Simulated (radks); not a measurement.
# Si with its nuclear charge varied continuously

What is the energy between the elements? 14 electrons are held in [Ne] 3s2 3p2 while Z is changed in small steps.

Program: radks (a radial shooting solver on a logarithmic mesh, Libxc functionals) version 1. Level of theory: Dirac Kohn-Sham, PBE, spin-unpolarised, spherical densities, point nucleus; open shells fill j = l - 1/2 first. These are calculated values, not measurements, unless marked.

## 1. The atom as given

| Quantity | Value |
| --- | --- |
| element | silicon (Z = 14) |
| charge | 0 |
| electrons | 14 |
| configuration | [Ne] 3s2 3p2 |

In the logs a row gives level, spin channel, occupation and eigenvalue; Etot, Ekin, Encl (electron-nucleus), Eh (Hartree) and Exc are energies, all in hartree; err is the last residual, it the number of iterations.

## 2. Z = 14

The run's settings:

```text
Z 14
configuration [Ne] 3s2 3p2
relativity Dirac
functional pbe,pbe
spin unpolarised
j_filling energy
nucleus point
c 137.035999084
```

Standard output:

```text
1s1/2   1   2.0000         -65.62583298
2s1/2   1   2.0000          -5.12500738
2p1/2   1   2.0000          -3.52603181
2p3/2   1   4.0000          -3.50224813
3s1/2   1   2.0000          -0.39678175
3p1/2   1   2.0000          -0.15030088
3p3/2   1   0.0000          -0.14914354
Etot -289.8387610726717
Ekin 290.6853263944005
Encl -692.0581963532794
Eh 132.1868874586462
Exc -20.65277857243896
err 1.8125224914995051e-09
it 13
```

3p1/2 is the highest filled level (-4.090 eV).

From the orbitals of this run (lengths in bohr):

```tsv
level	occupation	energy (eV)	<r>	outermost maximum (interpolated)	90 % within	nodes
1s1/2	2	-1785.8	0.1113	0.0726	0.199	0
2s1/2	2	-139.46	0.5679	0.455	0.895	1
2p1/2	2	-95.948	0.5361	0.387	0.901	0
2p3/2	4	-95.301	0.5383	0.388	0.905	0
3s1/2	2	-10.797	2.164	1.79	3.30	2
3p1/2	2	-4.090	2.791	2.15	4.45	1
3p3/2	0	-4.058	2.800	2.16	4.46	1
```

The radial density on a logarithmic grid:

```tsv
r (bohr)	4πr²ρ (e/bohr)
0.00458	0.4234
0.00672	0.8559
0.00979	1.659
0.0143	3.094
0.0208	5.449
0.0303	8.841
0.0441	12.75
0.0642	15.54
0.0942	15.11
0.137	11.70
0.200	9.700
0.291	12.25
0.424	14.29
0.618	10.04
0.899	3.813
1.32	1.703
1.92	1.851
2.80	1.189
4.08	0.3571
5.94	0.05163
8.65	0.002880
```

## 3. Z = 13.75

Settings, as their differences from step 2:

```diff
@@ -1,2 +1,2 @@
-Z 14
+Z 13.75
 configuration [Ne] 3s2 3p2
```

Standard output:

```text
1s1/2   1   2.0000         -62.95204876
2s1/2   1   2.0000          -4.75802914
2p1/2   1   2.0000          -3.20784512
2p3/2   1   4.0000          -3.18615897
3s1/2   1   2.0000          -0.30591570
3p1/2   1   2.0000          -0.08060682
3p3/2   1   0.0000          -0.07968789
Etot -277.6233161211031
Ekin 278.37875116599344
Encl -663.9915843617243
Eh 128.1203261590025
Exc -20.130809084374672
err 1.0821978855366048e-10
it 14
```

E − E(step 2, Z = 14) = +332.399 eV. 3p1/2 is the highest filled level (-2.193 eV).

## 4. Z = 14.25

Settings, as their differences from step 3:

```diff
@@ -1,2 +1,2 @@
-Z 13.75
+Z 14.25
 configuration [Ne] 3s2 3p2
```

Standard output:

```text
1s1/2   1   2.0000         -68.36642748
2s1/2   1   2.0000          -5.51172181
2p1/2   1   2.0000          -3.86377996
2p3/2   1   4.0000          -3.83774968
3s1/2   1   2.0000          -0.49779321
3p1/2   1   2.0000          -0.23003543
3p3/2   1   0.0000          -0.22861133
Etot -302.33946328490777
Ekin 303.2836522467816
Encl -720.6586099872624
Eh 136.20775625389746
Exc -21.17226179832446
err 1.704401930922176e-09
it 13
```

Energy against step 2 (Z = 14): -340.161 eV. Highest occupied level: 3p1/2 at -6.260 eV.

## 5. Z = 14.5

Settings, as their differences from step 4:

```diff
@@ -1,2 +1,2 @@
-Z 14.25
+Z 14.5
 configuration [Ne] 3s2 3p2
```

Standard output:

```text
1s1/2   1   2.0000         -71.17299820
2s1/2   1   2.0000          -5.91726332
2p1/2   1   2.0000          -4.22018896
2p3/2   1   4.0000          -4.19175588
3s1/2   1   2.0000          -0.60813991
3p1/2   1   2.0000          -0.31907428
3p3/2   1   0.0000          -0.31735318
Etot -315.12487909888256
Ekin 316.17333715495386
Encl -749.8028638264243
Eh 140.19460448376861
Exc -21.689956911180737
err 1.4365864132230164e-09
it 13
```

Energy against step 2 (Z = 14): -688.070 eV. The top filled level is 3p1/2, -8.682 eV.

## 6. Z = 14.75

Settings, as their differences from step 5:

```diff
@@ -1,2 +1,2 @@
-Z 14.5
+Z 14.75
 configuration [Ne] 3s2 3p2
```

Standard output:

```text
1s1/2   1   2.0000         -74.04503549
2s1/2   1   2.0000          -6.34105601
2p1/2   1   2.0000          -4.59469123
2p3/2   1   4.0000          -4.56369184
3s1/2   1   2.0000          -0.72732671
3p1/2   1   2.0000          -0.41695416
3p3/2   1   0.0000          -0.41490397
Etot -328.19462813109595
Ekin 329.3541949564707
Encl -779.4972284230913
Eh 144.15469759625392
Exc -22.206292260729217
err 1.3991221486958955e-09
it 13
```

E − E(step 2, Z = 14) = -1043.7 eV. Highest occupied level: 3p1/2 at -11.346 eV.

## 7. Z = 15

Settings, as their differences from step 6:

```diff
@@ -1,2 +1,2 @@
-Z 14.75
+Z 15
 configuration [Ne] 3s2 3p2
```

Standard output:

```text
1s1/2   1   2.0000         -76.98219774
2s1/2   1   2.0000          -6.78269842
2p1/2   1   2.0000          -4.98689308
2p3/2   1   4.0000          -4.95315647
3s1/2   1   2.0000          -0.85501804
3p1/2   1   2.0000          -0.52335403
3p3/2   1   0.0000          -0.52094087
Etot -341.5484371562069
Ekin 342.8261712008498
Encl -809.7460864057344
Eh 148.09303561636847
Exc -22.72155756769068
err 1.4973793172773256e-09
it 13
```

Energy against step 2 (Z = 14): -1407.1 eV. 3p1/2 is the highest filled level (-14.241 eV).

## 8. Summary of results

```tsv
Z	E (hartree)	E(electron-nucleus)/Z (hartree)	highest level	its energy (eV)	<r> (bohr)
13.75	-277.62332	-48.2903	3p1/2	-2.193	3.064
14	-289.83876	-49.4327	3p1/2	-4.090	2.791
14.25	-302.33946	-50.5725	3p1/2	-6.260	2.578
14.5	-315.12488	-51.7105	3p1/2	-8.682	2.405
14.75	-328.19463	-52.8473	3p1/2	-11.346	2.259
15	-341.54844	-53.9831	3p1/2	-14.241	2.133
```

At Z = 14 the central difference of E is -49.432 hartree, against -49.433 from the Hellmann-Feynman theorem. The top level goes from -2.193 eV at Z = 13.75 to -14.241 eV at Z = 15.
